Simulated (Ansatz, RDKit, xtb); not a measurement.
**C4H8BrCl: which of the isomers drawn lies lowest?**

Which of a sample of isomers of C4H8BrCl is the most stable in the gas at 298.15 K, and what are its properties? The sample is small against all isomers, and the most stable one of this formula need not be in it.

Plan: many cheap relaxations first (GFN2-xTB), then density-functional screening, relaxation at PBE0-D3(BJ)/def2-SVP, vibrations (at GFN2-xTB) and a final energy. The numbers are computed, not measured.

## (1) Drawing up candidates

Isomers were taken from a list of plausible structures; this is a sample, not all of them. That gives 4 candidates.

| label | SMILES | spin |
| --- | --- | --- |
| c567 | C[C@H](Br)[C@@H](C)Cl | singlet |
| c645 | CC(C)(Cl)CBr | singlet |
| c931 | C[C@H](Br)CCCl | singlet |
| c938 | CC[C@](C)(Cl)Br | singlet |

Candidates are built by distance geometry, with a force field where one applies, in up to four conformers (letters a to d).

**Question.** With final energies at CCSD(T)/def2-SVP + MP2/def2-TZVPP - MP2/def2-SVP, which structure will this search put lowest in free energy, and by what margin?

| quantity | value |
| --- | --- |
| lowest structure found | CC(C)(Cl)CBr, singlet |
| next finalist | C[C@H](Br)[C@@H](C)Cl, singlet, 1.5 kcal/mol higher in G |
| share at equilibrium, among the finalists | 92.6 % |

The search ends on `CC(C)(Cl)CBr`. The margin, 1.5 kcal/mol, is modest. GFN2-xTB, HF/STO-3G, r2SCAN-D4/def2-SVP, PBE0-D3(BJ)/def2-SVP, HF/def2-SVP and MP2/def2-SVP already put its bonding pattern lowest among the structures in one piece. 4 minima inside the window were never screened. The search is not exhaustive (a finite list of starts, one conformer a finalist), so a lower isomer can't be ruled out. Only 4 drawn patterns were tried, so whole families of isomers are missing, and the result ranks this sample alone.
